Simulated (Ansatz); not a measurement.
# C₄H₁₁B: basis-set convergence

One table from this session's results is given with a row withheld; the runs are named, their logs left out.

Program: Ansatz 0.2.0, Gaussian basis. Level of theory: one geometry, several basis sets. These are calculated values, not measurements.

The runs, in order: PBE0-D4/def2-SVP; ωB97M-V/def2-SVP; PBE0-D4/def2-QZVPP; ωB97M-V/def2-QZVPP; the functionals' def2-TZVPP values are taken from earlier runs.

**The geometry**

An earlier PBE0-D4 in a triple-zeta def2 set relaxation fixed the geometry.

SMILES `CBC(C)C`, 16 atoms, charge 0, spin multiplicity 1.

Atoms are counted from 1 here; the program's logs count them from 0.

Bond lengths: C1–B2 1.557 Å, C1–H6 1.094 Å, C1–H7 1.091 Å, C1–H8 1.101 Å, B2–C3 1.567 Å, B2–H9 1.206 Å, C3–C4 1.524 Å, C3–C5 1.531 Å, C3–H10 1.108 Å, C4–H11 1.093 Å, C4–H12 1.094 Å, C4–H13 1.095 Å, C5–H14 1.092 Å, C5–H15 1.094 Å, C5–H16 1.094 Å. Angles: B2–C1–H6 112.1°, B2–C1–H7 115.9°, B2–C1–H8 106.6°, H6–C1–H7 109.5°, H6–C1–H8 104.6°, H7–C1–H8 107.4°, C1–B2–C3 125.7°, C1–B2–H9 117.8°, C3–B2–H9 116.4°, B2–C3–C4 116.6°, B2–C3–C5 112.4°, B2–C3–H10 101.0°, C4–C3–C5 111.5°, C4–C3–H10 108.0°, C5–C3–H10 106.3°, C3–C4–H11 112.0°, C3–C4–H12 111.5°, C3–C4–H13 111.0° and more.

Geometry (Å):

```mol
C4H11B
  3D, bonds by distance, orders not assigned

 16 15  0  0  0  0  0  0  0  0999 V2000
   -1.2168   -1.6327   -0.7883 C   0  0
   -0.5127   -0.9452    0.4187 B   0  0
    0.5591    0.1934    0.3245 C   0  0
    0.7640    0.8262   -1.0462 C   0  0
    0.3773    1.2556    1.4118 C   0  0
   -2.2627   -1.8716   -0.5738 H   0  0
   -1.1508   -1.1050   -1.7415 H   0  0
   -0.7300   -2.6114   -0.9203 H   0  0
   -0.7524   -1.3657    1.5231 H   0  0
    1.4808   -0.3630    0.5854 H   0  0
    0.9740    0.0785   -1.8146 H   0  0
    1.5962    1.5366   -1.0391 H   0  0
   -0.1283    1.3764   -1.3611 H   0  0
    0.2912    0.8060    2.4034 H   0  0
    1.2174    1.9562    1.4262 H   0  0
   -0.5293    1.8429    1.2361 H   0  0
  1  2  8  0
  2  3  8  0
  3  4  8  0
  3  5  8  0
  1  6  8  0
  1  7  8  0
  1  8  8  0
  2  9  8  0
  3 10  8  0
  4 11  8  0
  4 12  8  0
  4 13  8  0
  5 14  8  0
  5 15  8  0
  5 16  8  0
M  END
```

Set-up of the first run:

File in.yaml:

```yaml
crystal:
  periodic: [false, false, false]
  atoms:
    - {symbol: C, position_ang: [-1.216832, -1.632713, -0.788326]}
    - {symbol: B, position_ang: [-0.512744, -0.945153, 0.418690]}
    - {symbol: C, position_ang: [0.559075, 0.193427, 0.324463]}
    - {symbol: C, position_ang: [0.763963, 0.826231, -1.046195]}
    - {symbol: C, position_ang: [0.377292, 1.255609, 1.411806]}
    - {symbol: H, position_ang: [-2.262741, -1.871559, -0.573832]}
    - {symbol: H, position_ang: [-1.150807, -1.105016, -1.741499]}
    - {symbol: H, position_ang: [-0.729967, -2.611399, -0.920263]}
    - {symbol: H, position_ang: [-0.752404, -1.365710, 1.523069]}
    - {symbol: H, position_ang: [1.480809, -0.363009, 0.585369]}
    - {symbol: H, position_ang: [0.974022, 0.078470, -1.814599]}
    - {symbol: H, position_ang: [1.596240, 1.536648, -1.039121]}
    - {symbol: H, position_ang: [-0.128283, 1.376439, -1.361141]}
    - {symbol: H, position_ang: [0.291202, 0.805968, 2.403357]}
    - {symbol: H, position_ang: [1.217431, 1.956158, 1.426234]}
    - {symbol: H, position_ang: [-0.529256, 1.842908, 1.236090]}
basis:
  gaussian: {orbitals: def2-SVP}
hamiltonian: {xc: pbe0, dispersion: d4}
output: {orbitals: {seedname: orbitals}}
```

Started as:

```bash
$ ansatz run in.yaml --threads 2 --pin off --events-out ev --progress --plain --max-ram 32768MiB --backend cpu
```

Steps of the session up to this table: PBE0-D4 in def2-SVP; ωB97M-V in def2-SVP; PBE0-D4 in def2-QZVPP; ωB97M-V in def2-QZVPP.

One table of the session follows, with a row left open; its other results are not shown here.

It belongs to the step «Density functionals: the series». 

```
functional       basis  HOMO (eV)
   PBE0-D4    def2-SVP      -8.01
   PBE0-D4  def2-TZVPP      -8.05
   PBE0-D4  def2-QZVPP      -8.06
   ωB97M-V    def2-SVP     -10.31
   ωB97M-V  def2-TZVPP          ?
   ωB97M-V  def2-QZVPP     -10.36
```

Q: Estimate the row for ωB97M-V, def2-TZVPP from the others.

**Answer.** HOMO (eV): -10.35. In the column «HOMO (eV)» it lies between ωB97M-V, def2-QZVPP (-10.36) and ωB97M-V, def2-SVP (-10.31).
